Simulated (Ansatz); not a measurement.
**LaSb: a single-point run**

The task is a single-point run on LaSb. The structure is shown as the input types it. The cell is built on a prototype (zincblende) and needn't be the phase found in nature.

Computed with Ansatz 0.2.0 (density functional or hybrid calculation with the settings of its input, plane waves (as first typed), unless a step's input says otherwise).

6 further runs of the same task are left out: 2 for a known fault of the program, 4 that didn't finish.

### 1 The system as given

Symmetry: F-43m, No. 216, cubic system. Conventional cell: a = 7.274 Å, b = 7.274 Å, c = 7.274 Å, α = 90.00°, β = 90.00°, γ = 90.00°. Around La (site symmetry -43m) lie 4 Sb at 3.15 Å. Around Sb (site symmetry -43m) lie 4 La at 3.15 Å.

Structure file:

```
La Sb
1.0
     0.00000    3.63697    3.63697
     3.63697    0.00000    3.63697
     3.63697    3.63697    0.00000
La Sb
1 1
Direct
  0.00000 0.00000 0.00000
  0.25000 0.25000 0.25000
```

### 2 The run

The input, input.yaml:

```yaml
crystal:
  lattice:
    - [0.0, 3.6369724434, 3.6369724434]
    - [3.6369724434, 0.0, 3.6369724434]
    - [3.6369724434, 3.6369724434, 0.0]
  atoms:
    - { symbol: La, position: [0.0, 0.0, 0.0] }
    - { symbol: Sb, position: [0.25, 0.25, 0.25] }
kpoints:
  mp_grid: { grid: [4, 4, 4] }
hamiltonian:
  xc: pbesol
scf:
  occupations: { method: fixed }
  n_extra_bands: 4
  max_iter: 87
output:
  forces: true
  stress: true
  eigenvalues: true
basis:
  ecutwfc: 160
```

Started as:

```console
$ ansatz run input.yaml --threads 4 --pin off --max-ram 3686MiB --backend cpu --events-out ev --progress --plain --runs-dir out
```

**Question.** How will this run end, and is anything wrong with its input?

This run ends as converged, with warnings (cutoff below recommended). Its log warns: «basis.ecutwfc = 160 eV is below the records' recommended 420 eV ...»

In the input, basis.ecutwfc is 160. The basis cutoff is far too low: the plane waves can't represent the orbitals near the cores. The potentials' recommended cutoff is 420 eV.

To check: delete basis.ecutwfc (the default then holds).
